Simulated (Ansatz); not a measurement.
What does this script print? It uses the Ansatz DFT code, driven from Python.

The script, `f2hssn_bend.py`:
```python
"""Energy of F2HSSn against one bond angle."""

import warnings

import ansatz as az
from ase import Atoms

BASIS_SET = "def2-SVP"
FUNCTIONAL = "cam_b3lyp"
FMAX = 0.02


def main() -> None:
    warnings.simplefilter("ignore", az.DeckWarning)

    atoms = Atoms(["F", "Sn", "F", "S", "H"], positions=[
        (-0.1836, -1.7647, 1.653),
        (0.2466, -0.0683, 0.7429),
        (1.9753, -0.2526, -0.076),
        (-1.3005, 0.4315, -0.9797),
        (-0.688, 1.5804, -1.3816),
    ])

    # start the scan from a relaxed geometry
    first = (
        az.Crystal.molecule_from_ase(atoms).calculation()
        .basis(gaussian=BASIS_SET)
        .functional(FUNCTIONAL)
        .spin("collinear", total=1)
        .scf(lower_state_search="off")
        .relax(force_tolerance=FMAX, max_steps=80)
    )
    atoms.positions = first.run(threads=1, backend="cpu").report["positions_ang"]

    rows = []
    for angle in [85, 95, 105, 115, 125, 140, 160]:
        bent = atoms.copy()
        bent.set_angle(1, 3, 4, angle, indices=[4])
        model = (
            az.Crystal.molecule_from_ase(bent).calculation()
            .basis(gaussian=BASIS_SET)
            .functional(FUNCTIONAL)
            .spin("collinear", total=1)
            .scf(lower_state_search="off")
        )
        rows.append((angle, model.run(threads=1, backend="cpu").report["free_energy_ev"]))
    floor = min(e for _, e in rows)
    for angle, e in rows:
        print(f"angle Sn1-S3-H4 = {angle:3d} deg   {1000 * (e - floor):9.1f} meV")


if __name__ == "__main__":
    main()
```

```console
$ python f2hssn_bend.py
angle Sn1-S3-H4 =  85 deg         9.9 meV
angle Sn1-S3-H4 =  95 deg         0.0 meV
angle Sn1-S3-H4 = 105 deg        70.6 meV
angle Sn1-S3-H4 = 115 deg       207.8 meV
angle Sn1-S3-H4 = 125 deg       397.9 meV
angle Sn1-S3-H4 = 140 deg       746.7 meV
angle Sn1-S3-H4 = 160 deg      1229.3 meV
```

These settings explore the input space; basis and method may be short of convergence. The scan is rigid, and the energies are electronic, in a modest basis. The zero is the lowest point of the grid, which needn't be the minimum. def2 sets replace the cores of elements past krypton by effective core potentials. The species is open-shell (spin multiplicity 2). Wall time of the script: 65 s on 1 thread of Arm Neoverse V1, on a shared host, peak memory 0.27 GiB.
